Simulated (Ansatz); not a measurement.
# Sn3GeTe4: one candidate of a structure search, part 2 of 2

Where does this trial cell of Sn3GeTe4 go when cell and atoms are let free?

Ansatz 0.2.0; DFT PBE, scalar-relativistic, plane waves, PAW. The steps go on from the part before.

## 3. Final relaxation

File input.yaml:

```yaml
crystal:
  lattice:
    - [4.4691808, 2.5802827, 3.7486669]
    - [-4.4691808, 2.5802827, 3.7486669]
    - [0.0, -5.1605655, 3.7486669]
  atoms:
    - { symbol: Sn, position: [0.504176, 0.004732, 0.004732] }
    - { symbol: Sn, position: [0.004732, 0.504176, 0.004732] }
    - { symbol: Sn, position: [0.004732, 0.004732, 0.504176] }
    - { symbol: Ge, position: [0.482033, 0.482033, 0.482033] }
    - { symbol: Te, position: [0.034873, 0.517025, 0.517025] }
    - { symbol: Te, position: [0.517025, 0.034873, 0.517025] }
    - { symbol: Te, position: [0.517025, 0.517025, 0.034873] }
    - { symbol: Te, position: [0.019404, 0.019404, 0.019404] }
basis:
  ecutwfc: 420
kpoints:
  mp_grid: { grid: [6, 6, 6] }
hamiltonian:
  xc: pbe
scf:
  occupations: { method: gaussian, width: 0.02 }
output:
  forces: true
  stress: true
  eigenvalues: true
  write_density: true
  write_potential: true
  elf: true
  volumetric_format: npy
relax:
  adjacent_minimum: "off"
  f_tol: 0.01
  max_steps: 80
  cell: { stress_tol: 0.05 }
```

The run is started by

```
> ansatz run input.yaml --threads 4 --pin off --max-ram 8192MiB --backend cpu --events-out ev --progress --plain --runs-dir out
```

The program printed:

```text
Warning: RAYON_NUM_THREADS=4 ignored (pool sized by the plan → 4); use --threads N
Engine: ansatz 0.2.0, x86_64-unknown-linux-gnu
Pseudopotentials: kind: paw
Pseudopotential: Sn, paw, valence charge 14, recommended cutoff 420 eV (normal), Sn.paw.azcp
Pseudopotential: Ge, paw, valence charge 14, recommended cutoff 420 eV (normal), Ge.paw.azcp
Pseudopotential: Te, paw, valence charge 16, recommended cutoff 420 eV (normal), Te.paw.azcp
Functional definition: PBE
  parameter kappa = 0.804
  parameter beta = 0.06672455060314922
  exchange = pbe_x(kappa = kappa, mu = beta*pi^2/3)
  correlation = pbe_c(beta = beta)
Crystal: 8 atoms, lattice volume = 259.372 Å³
Basis set: ecut = 420 eV, 5047 PW (Γ), exchange–correlation on 90×90×90 points (8 copies of the dense FFT grid, shifted against one another)
Bands: 72, of which v1, the nominal top of the filled ones, is band 60 counted from 1 (59 counted from 0)
Symmetry: 6 space group operations
Space group: R3m (ITA 160), of the structure as read, at distance tolerance 6.4e-5 Å
k-points: 32 of 216 (time reversal used)
Non-local potential: Sn, projectors of the file, l = 0: 2, l = 1: 2, l = 2: 2, l = 3: 2
Non-local potential: Ge, projectors of the file, l = 0: 2, l = 1: 2, l = 2: 3, l = 3: 1
Non-local potential: Te, projectors of the file, l = 0: 2, l = 1: 2, l = 2: 2, l = 3: 2
PAW form: soft (Blöchl's): semilocal exchange-correlation on the pseudo side does not see the compensation charge
PAW one-centre angular grid: Sn, 590 points (default); XC on 64 Gauss nodes
PAW one-centre angular grid: Ge, 590 points (default); XC on 64 Gauss nodes
PAW one-centre angular grid: Te, 590 points (default); XC on 64 Gauss nodes
Initial density: superposition of atomic densities (neutral atoms: chi_scale 0, normalization atom), corrected by the library's trained network
Initial wavefunctions: pseudopotential atomic-orbital guess
Functional: x = pbe(κ = 0.804, μ = 0.2195149727645171), c = pbe(β = 0.06672455060314922)
SCF iter   1: F=—  HF=-50289.282673 eV  |F-HF|=—  |Δ(HF+E_count)|=         —  Δρ=1.06e-3  dr2=4.13e-3  ethr=1.77e-3  ⟨swp⟩=7.3  Hψ=9115  notcnv=0  defer=3
preconditioner: auto → Resta (q_TF=auto, 2.399 Å⁻¹)  ε∞=4.5  [insulator: Δε(μ)=0.214 eV  Ē_g=7.827 eV  σ=0.020 eV  W_gap=1.00  n_scr=62 (ndim 8)  ℏωp=14.6 eV  f_vac=0.017  D(μ)=0.00/eV (n_scr^D=0)  ε∞_Penn≈4.5]
SCF iter   2: F=—  HF=-50289.278236 eV  |F-HF|=—  |Δ(HF+E_count)|=   4.44e-3  Δρ=6.01e-4  dr2=9.32e-4  ethr=3.45e-6  ⟨swp⟩=2.8  Hψ=4813  notcnv=0  defer=171
SCF iter   3: F=—  HF=-50289.278403 eV  |F-HF|=—  |Δ(HF+E_count)|=   1.67e-4  Δρ=2.08e-4  dr2=1.02e-4  ethr=7.77e-7  ⟨swp⟩=2.0  Hψ=3239  notcnv=0  defer=171
SCF iter   4: F=—  HF=-50289.278460 eV  |F-HF|=—  |Δ(HF+E_count)|=   5.73e-5  Δρ=8.54e-5  dr2=1.86e-5  ethr=8.49e-8  ⟨swp⟩=2.0  Hψ=2682  notcnv=0  defer=171
SCF iter   5: F=—  HF=-50289.278438 eV  |F-HF|=—  |Δ(HF+E_count)|=   2.27e-5  Δρ=1.90e-5  dr2=1.13e-6  ethr=1.55e-8  ⟨swp⟩=2.0  Hψ=3399  notcnv=0  defer=171
SCF iter   6: F=—  HF=-50289.278438 eV  |F-HF|=—  |Δ(HF+E_count)|=   1.98e-7  Δρ=8.69e-6  dr2=2.47e-7  ethr=9.40e-10  ⟨swp⟩=2.0  Hψ=3396  notcnv=0  defer=171
SCF iter   7: F=-50289.278438 eV  HF=-50289.278438 eV  |F-HF|=2.59e-8  |Δ(HF+E_count)|=   1.89e-7  Δρ=3.32e-6  dr2=4.02e-8  ethr=8.33e-11  ⟨swp⟩=15.0  Hψ=18026  notcnv=0
SCF 1 converged in 7 iterations: F = -50289.278438 eV  dr2 = 4.02e-8
relax step   1: F+E_penalty+E_count = -50289.27843795 eV  Δ(F+E_penalty+E_count) = +0.000e0 eV  max|allowed force component| = 7.209e-3 eV/Å  Δτ_max = 0.0000 Å  P = +0.023 GPa  Ω = 259.372 Å³  (7 SCF iters, dr2 threshold 1.00e-7 eV, accepted)
Initial density: handed on by an earlier stage of this run
Initial wavefunctions: pseudopotential atomic-orbital guess (no wavefunctions were taken with the density)
iter 1 solved again at ethr=2.22e-7 eV; its pass at ethr=3.10e-3 eV (dr2=2.66e-4 eV) is discarded
SCF iter   1: F=—  HF=-50289.278471 eV  |F-HF|=—  |Δ(HF+E_count)|=         —  Δρ=3.60e-6  dr2=4.03e-8  ethr=2.22e-7  ⟨swp⟩=3.7  Hψ=15355  notcnv=0
eigensolver tolerance schedule: the retry pair's looser diagonalisation over-reported the residual by 6603.46 of it (diagonalisation noise at 0.90 of the residual, at the tolerance the schedule requests for it); recorded, not acted on — ethr = c·dr2/N_el stays at c = 1.0e-1
preconditioner: auto → Resta (q_TF=auto, 2.399 Å⁻¹)  ε∞=4.5  [insulator: Δε(μ)=0.219 eV  Ē_g=7.828 eV  σ=0.020 eV  W_gap=1.00  n_scr=62 (ndim 8)  ℏωp=14.6 eV  f_vac=0.017  D(μ)=0.00/eV (n_scr^D=0)  ε∞_Penn≈4.5]
SCF iter   2: F=—  HF=-50289.278438 eV  |F-HF|=—  |Δ(HF+E_count)|=   3.30e-5  Δρ=1.98e-6  dr2=1.91e-8  ethr=3.36e-11  ⟨swp⟩=3.8  Hψ=5568  notcnv=0
SCF iter   3: F=—  HF=-50289.278438 eV  |F-HF|=—  |Δ(HF+E_count)|=   1.80e-8  Δρ=9.91e-7  dr2=5.02e-9  ethr=1.59e-11  ⟨swp⟩=2.0  Hψ=2862  notcnv=0
SCF iter   4: F=—  HF=-50289.278438 eV  |F-HF|=—  |Δ(HF+E_count)|=   7.13e-9  Δρ=3.37e-7  dr2=4.97e-10  ethr=4.18e-12  ⟨swp⟩=2.0  Hψ=2944  notcnv=0
SCF iter   5: F=—  HF=-50289.278438 eV  |F-HF|=—  |Δ(HF+E_count)|=  3.86e-10  Δρ=1.48e-7  dr2=8.22e-11  ethr=1.00e-12  ⟨swp⟩=2.0  Hψ=3577  notcnv=0
SCF iter   6: F=-50289.278438 eV  HF=-50289.278438 eV  |F-HF|=7.28e-12  |Δ(HF+E_count)|=    0.00e0  Δρ=6.55e-8  dr2=1.35e-11  ethr=1.00e-12  ⟨swp⟩=7.2  Hψ=10203  notcnv=0
SCF 2 converged in 6 iterations: F = -50289.278438 eV  dr2 = 1.35e-11
relax step   2: F+E_penalty+E_count = -50289.27843797 eV  Δ(F+E_penalty+E_count) = -1.644e-8 eV  max|allowed force component| = 7.225e-3 eV/Å  Δτ_max = 0.0000 Å  P = +0.023 GPa  Ω = 259.372 Å³  stress off target by 3.28e-2 GPa  SCF on the basis re-selected at this cell (its energy is not comparable with the rows above)  (6 SCF iters)
basis re-selected at this cell: Δ(F+E_penalty+E_count) = -1.644e-8 eV, ΔP = -0.000 GPa vs the last step (what re-selecting the basis moved, of the pressure what is left beyond the Pulay correction that the steps carried, after the strain that the cell walked since its last selection, with what the two solves' SCF thresholds leave and, on support functions, any second-order correction that the steps lacked; it is no measure of the basis error at this ecutwfc). This SCF's stress stands 3.28e-2 GPa from its target on what of the cell is left free (relax.cell.stress_tol is 5.00e-2 GPa) and its largest allowed force component is 7.23e-3 eV/Å (relax.f_tol is 1.00e-2 eV/Å): within both
SCF converged after 6 iterations
Free energy (F): -50289.278438 eV
Harris-Foulkes:  -50289.278438 eV  (|F-HF|=7.28e-12)
Internal energy: -50289.278438 eV  (E = F + TS)
E sigma→0 (E₀):  -50289.278438 eV
Fermi energy:    8.602916 eV
--- Per-component energies (eV) ---
  E_band       = -1559.962736
  E_kinetic    = 1383.719251
  E_local      = -10551.533304  (includes V_loc(G=0)·N_el)
  E_nonlocal   = -925.943370
  E_hartree    = 6087.689110
  E_xc         = -1720.427847
  E_vxc        = -767.763731  (∫ρ·V_xc dr)
  E_paw        = -33063.548133  (= ΣΔE_a)
  E_vpaw       = -2873.819185  (= ΣTr[D̂ρ^β])
  E_aug_tail   = -0.000441  (compensation charges beyond the density's cutoff)
  E_ewald      = -11499.233704
  E_smearing   = -0.000000  (= −TS)
  E_closure    = 0.000000  (closes the sum)
  Σ components = -50289.278438   (vs F -50289.278438, Δ=0.00e0)
--- Forces (eV/Å), atoms counted from 1 ---
  atom   1  Sn    -0.00025654    -0.00014811     0.00258578
  atom   2  Sn     0.00025654    -0.00014811     0.00258578
  atom   3  Sn     0.00000000     0.00029623     0.00258578
  atom   4  Ge     0.00000000    -0.00000000     0.00722518
  atom   5  Te    -0.00073473    -0.00042419    -0.00401991
  atom   6  Te     0.00073473    -0.00042419    -0.00401991
  atom   7  Te    -0.00000000     0.00084839    -0.00401991
  atom   8  Te    -0.00000000     0.00000000    -0.00292313
  max |Σ_I F_I| component: 3.49e-7 eV/Å
--- Stress (GPa, compression-positive) ---
        0.017854       0.000000       0.000000
        0.000000       0.017854      -0.000000
        0.000000      -0.000000       0.032770
  P = ⅓ Tr σ = 0.0228 GPa (0.228 kbar)
--- Band table (eV; the first three rows and the last of 32) ---
  k-point 0: bands = ["-28.3234", "-28.3225", "-28.3225", "-28.3216", "-28.3216", "-28.3207", "-28.3207", "-28.3198", "-28.3187", "-28.3173", "-28.3173", "-28.3173", "-28.3167", "-28.3167", "-28.3045", "-28.3045", "-28.3038", "-28.3026", "-28.3023", "-28.3023", "-16.4587", "-16.4587", "-16.4475", "-16.4475", "-16.4418", "-13.2114", "-13.2052", "-13.2052", "-13.1963", "-13.1952", "-13.1952", "-13.1926", "-13.1926", "-13.1926", "-13.1899", "-13.1899", "-13.1884", "-13.1831", "-13.1831", "-13.1824", "-3.9100", "-2.4888", "-2.4336", "-2.4336", "1.0506", "2.1443", "2.1443", "3.5745", "3.5745", "3.5924", "3.7251", "5.1234", "5.1234", "5.1965", "5.1965", "5.2376", "5.3629", "6.6820", "6.6820", "6.7347", "10.5315", "10.8482", "10.8482", "11.6037", "11.7423", "11.7423", "13.2190", "13.2190", "13.3198", "13.4272", "13.4601", "13.4601"]
  k-point 1: bands = ["-28.3234", "-28.3226", "-28.3225", "-28.3216", "-28.3216", "-28.3207", "-28.3207", "-28.3199", "-28.3187", "-28.3173", "-28.3172", "-28.3172", "-28.3167", "-28.3167", "-28.3045", "-28.3044", "-28.3038", "-28.3026", "-28.3024", "-28.3023", "-16.4588", "-16.4587", "-16.4476", "-16.4476", "-16.4418", "-13.2104", "-13.2051", "-13.2044", "-13.1960", "-13.1957", "-13.1950", "-13.1933", "-13.1926", "-13.1921", "-13.1900", "-13.1899", "-13.1884", "-13.1837", "-13.1835", "-13.1827", "-3.8382", "-2.5983", "-2.4310", "-2.4152", "0.9788", "1.9330", "2.0038", "3.3670", "3.6046", "3.6279", "4.0649", "4.9991", "5.0260", "5.2627", "5.3140", "5.7145", "5.7462", "6.5512", "6.5764", "7.1857", "10.5279", "10.8031", "11.1286", "11.2406", "11.6878", "11.8171", "12.4497", "12.6094", "13.1192", "13.1567", "13.4587", "13.5429"]
  k-point 2: bands = ["-28.3233", "-28.3226", "-28.3225", "-28.3216", "-28.3215", "-28.3207", "-28.3206", "-28.3200", "-28.3187", "-28.3173", "-28.3172", "-28.3172", "-28.3168", "-28.3168", "-28.3044", "-28.3043", "-28.3039", "-28.3026", "-28.3024", "-28.3024", "-16.4588", "-16.4588", "-16.4476", "-16.4476", "-16.4418", "-13.2080", "-13.2047", "-13.2025", "-13.1980", "-13.1954", "-13.1950", "-13.1945", "-13.1922", "-13.1908", "-13.1903", "-13.1898", "-13.1881", "-13.1854", "-13.1854", "-13.1828", "-3.6327", "-2.9091", "-2.3896", "-2.3768", "0.8192", "1.5841", "1.9545", "2.7718", "3.7967", "3.8116", "4.6146", "4.6315", "5.0311", "5.4847", "5.6701", "6.1734", "6.2269", "6.8311", "6.9026", "7.8440", "9.6300", "10.5853", "10.7396", "10.9488", "11.6685", "11.8510", "12.2520", "12.2810", "12.3304", "12.7594", "12.8182", "13.2888"]
  k-point 31: bands = ["-28.3232", "-28.3226", "-28.3226", "-28.3214", "-28.3214", "-28.3206", "-28.3206", "-28.3198", "-28.3187", "-28.3172", "-28.3172", "-28.3169", "-28.3168", "-28.3168", "-28.3044", "-28.3040", "-28.3040", "-28.3025", "-28.3024", "-28.3024", "-16.4588", "-16.4588", "-16.4476", "-16.4476", "-16.4418", "-13.2026", "-13.2026", "-13.2020", "-13.1997", "-13.1996", "-13.1996", "-13.1934", "-13.1905", "-13.1905", "-13.1885", "-13.1880", "-13.1880", "-13.1862", "-13.1856", "-13.1856", "-2.9081", "-2.7182", "-2.6400", "-2.6400", "0.1150", "0.5626", "0.5743", "0.5743", "6.4860", "6.4860", "6.7644", "6.8652", "6.8652", "6.8945", "6.9882", "6.9882", "7.8608", "8.1733", "8.4930", "8.4930", "8.7116", "8.9885", "8.9885", "9.1289", "9.1389", "9.1389", "9.2596", "9.2596", "9.3419", "9.5097", "9.6354", "9.6354"]
--- Relaxed structure (1 steps of the walk, 1 accepted, 1 SCFs on fresh bases) ---
  F+E_penalty+E_count = -50289.27843797 eV   max|allowed force component| = 7.225e-3 eV/Å   (the final SCF, on the basis selected at the relaxed cell)
  cell:  # Å, volume = 259.3721 Å³
    - [4.469180796013015, 2.5802827189685535, 3.7486669114720015]
    - [-4.469180796013015, 2.5802827189685535, 3.7486669114720015]
    - [0.0, -5.160565487937107, 3.748666877055997]
  atoms:
    - { symbol: Sn, position: [0.504176, 0.004732000000000014, 0.0047319999999999585] }
    - { symbol: Sn, position: [0.004732000000000014, 0.504176, 0.0047319999999999585] }
    - { symbol: Sn, position: [0.004731999999999986, 0.004731999999999986, 0.5041760000000001] }
    - { symbol: Ge, position: [0.48203300000000004, 0.48203300000000004, 0.482033] }
    - { symbol: Te, position: [0.03487299999999999, 0.517025, 0.517025] }
    - { symbol: Te, position: [0.517025, 0.03487299999999999, 0.517025] }
    - { symbol: Te, position: [0.517025, 0.517025, 0.03487299999999993] }
    - { symbol: Te, position: [0.019404, 0.019404, 0.019404] }
```

Wall time 13 s (4 threads of AMD EPYC 9R45 (Zen 5), shared host); peak memory 1 GiB.

The steps of the relaxation:

| step | energy from step 1 (eV/cell) | largest force component (eV/Å) | pressure (GPa) | volume (Å³) |
| --- | --- | --- | --- | --- |
| 1 | 0.0000 | 0.0072 | 0.02 | 259.37 |
| 2 | 0.0000 | 0.0072 | 0.02 | 259.37 |

Step 1 is the start. Step 2 repeats the geometry before it on a plane-wave basis chosen anew for that cell, so its energy need not be comparable with the rows above.

Lengths and angles in the start's conventional setting:

|  | before | after | change |
| --- | --- | --- | --- |
| a (Å) | 8.938 | 8.938 | 0.0 % |
| b (Å) | 8.938 | 8.938 | 0.0 % |
| c (Å) | 11.246 | 11.246 | 0.0 % |
| volume (Å³/atom) | 32.42 | 32.42 | 0.0 % |
| shortest distance (Å) | 2.862 | 2.862 | 0.0 % |
| space group (0.01 Å) | R3m | R3m | same |

Forces and stress were held to the start's 6 operations: a distortion of lower symmetry was not tested.

Axes a, b and c in the maps are those of this run's conventional cell (a, b, c = 8.938, 8.938, 11.246 Å).

Density in a lattice plane of the grid's cell (edges 8.94 and 11.25 Å, at 0.000 of the third edge), which holds Sn and Ge and Te.

Ten even steps from '0' (0.01 e/Å³) to '9' (35.12 e/Å³):
```
00000000000000000000
00000000000000000000
00000000000000000000
00000000000000000000
00000000000000000000
00000000000000000000
00000000000000000000
00000000000000000000
00000000001000000000
91000000014100000001
40000000000000000000
00000000000000000000
00000000000000000000
00000000000000000000
00000000000000000000
00000000000000000000
00000000000000000000
00000000000000000000
31000000013100000001
41000000013100000001
```
Columns run along the first of these edges and rows up along the second, over one cell in 20 and 20 even steps from the bottom left corner. Atoms in the plane (fractional): Sn at (0.50, 0.50), Ge at (1.00, 0.48), Te at (0.49, 0.02), Te at (0.00, 0.02).

ELF in the same plane.

Ten even steps from '0' (0.00) to '9' (0.68):
```
67972126976796212797
99633433699963343369
32134443122213444312
00135553100013555310
00147875200025787410
00269997300037999620
11148996223226998411
98324653455543564238
77731114531354111377
02651124500054211562
03555654442444565553
45678986444446898765
22478997311137998742
00258875100015788520
00124542000002454210
11124442112112444211
87534444588854444357
67963337976797333697
02793139720279313972
01793039720279303971
```
Columns run along the first of these edges and rows up along the second, over one cell in 20 and 20 even steps from the bottom left corner. Atoms in the plane (fractional): Sn at (0.50, 0.50), Ge at (1.00, 0.48), Te at (0.49, 0.02), Te at (0.00, 0.02).

Both are smooth fields of the valence electrons: close to the nuclei they are not physical.

Outside the cores ELF peaks at 0.70 beside Te, off the lines to its neighbours, 1.3 Å from Te; 0.70 beside Ge, off the lines to its neighbours, 1.3 Å from Ge; 0.67 on the Te–Ge line, 1.3 Å from Te.

## 4. Relaxation repeated from the relaxed cell

input.yaml: that of step 3 with these lines changed.

```diff
@@ -2,5 +2,5 @@
   lattice:
-    - [4.4691808, 2.5802827, 3.7486669]
-    - [-4.4691808, 2.5802827, 3.7486669]
-    - [0.0, -5.1605655, 3.7486669]
+    - [4.469180796, 2.580282719, 3.7486669115]
+    - [-4.469180796, 2.580282719, 3.7486669115]
+    - [0.0, -5.1605654879, 3.7486668771]
   atoms:
@@ -21,3 +21,3 @@
 scf:
-  occupations: { method: gaussian, width: 0.02 }
+  occupations: { method: gaussian, width: 0.01 }
 output:
@@ -26,6 +26,2 @@
   eigenvalues: true
-  write_density: true
-  write_potential: true
-  elf: true
-  volumetric_format: npy
 relax:
```

The run is started by

```
> ansatz run input.yaml --threads 4 --pin off --max-ram 8192MiB --backend cpu --events-out ev --progress --plain --runs-dir out
```

The program printed (excerpt; [...] marks lines left out):

```text
Warning: RAYON_NUM_THREADS=4 ignored (pool sized by the plan → 4); use --threads N
[...]
[... 5 set-up lines as earlier in the session ...]
[...]
Crystal: 8 atoms, lattice volume = 259.372 Å³
Basis set: ecut = 420 eV, 5047 PW (Γ), exchange–correlation on 90×90×90 points (8 copies of the dense FFT grid, shifted against one another)
Bands: 72, of which v1, the nominal top of the filled ones, is band 60 counted from 1 (59 counted from 0)
[... 2 set-up lines as earlier in the session ...]
k-points: 32 of 216 (time reversal used)
[...]
  F+E_penalty+E_count = -50289.27843797 eV   max|allowed force component| = 7.225e-3 eV/Å   (the final SCF, on the basis selected at the relaxed cell)
  cell:  # Å, volume = 259.3721 Å³
    - [4.469180796004873, 2.5802827189843947, 3.7486669114911955]
    - [-4.469180796004873, 2.5802827189843947, 3.7486669114911955]
    - [0.0, -5.160565487907164, 3.7486668771176093]
  atoms:
    - { symbol: Sn, position: [0.5041760000000001, 0.004731999999999986, 0.004732000000000014] }
    - { symbol: Sn, position: [0.004731999999999986, 0.5041760000000001, 0.004732000000000014] }
    - { symbol: Sn, position: [0.004732000000000042, 0.004732000000000042, 0.5041760000000001] }
    - { symbol: Ge, position: [0.482033, 0.482033, 0.48203300000000004] }
    - { symbol: Te, position: [0.03487299999999999, 0.5170250000000001, 0.5170250000000001] }
    - { symbol: Te, position: [0.5170250000000001, 0.03487299999999999, 0.5170250000000001] }
    - { symbol: Te, position: [0.517025, 0.517025, 0.03487299999999999] }
    - { symbol: Te, position: [0.019404000000000005, 0.019404000000000005, 0.019404] }
```

Run time: 13 s. Hardware: 4 threads of AMD EPYC 9R45 (Zen 5), shared host; peak memory 1 GiB.

Relaxation path:

| step | E - E(step 1) (eV/cell) | largest force component (eV/Å) | pressure (GPa) | volume (Å³) |
| --- | --- | --- | --- | --- |
| 1 | 0.0000 | 0.0072 | 0.02 | 259.37 |
| 2 | 0.0000 | 0.0072 | 0.02 | 259.37 |

Step 1 is the start. Step 2 repeats the geometry before it on a plane-wave basis chosen anew for that cell, so its energy need not be comparable with the rows above.

Lengths and angles in the start's conventional setting:

|  | before | after | change |
| --- | --- | --- | --- |
| a (Å) | 8.938 | 8.938 | 0.0 % |
| b (Å) | 8.938 | 8.938 | 0.0 % |
| c (Å) | 11.246 | 11.246 | 0.0 % |
| volume (Å³/atom) | 32.42 | 32.42 | 0.0 % |
| shortest distance (Å) | 2.862 | 2.862 | 0.0 % |
| space group (0.01 Å) | R3m | R3m | same |

The run keeps the 6 symmetry operations of the start, so it could not have lowered the symmetry.

## 5. Results

What follows sums up all 2 parts.

```
                              quantity                                                                        value
symmetry at the end (tolerance 0.02 Å)                                                    space group R3m (No. 160)
                     conventional cell  a = 8.938 Å, b = 8.938 Å, c = 11.246 Å, α = 90.00°, β = 90.00°, γ = 120.00°
                                volume                                                                32.42 Å³/atom
     energy over the elements, grey Sn                                                                -0.23 eV/atom
                       gap on the mesh                                                                      0.22 eV
```

In words: The space group R3m (No. 160) is kept, at nearly the size of the first guess. It lies below the elements, which doesn't yet make it stable: competing phases were not computed in this session. No finished test with a distortion of lower symmetry is shown, so the end may be a saddle point. Spin-orbit coupling is left out, which matters for the bands of Te.
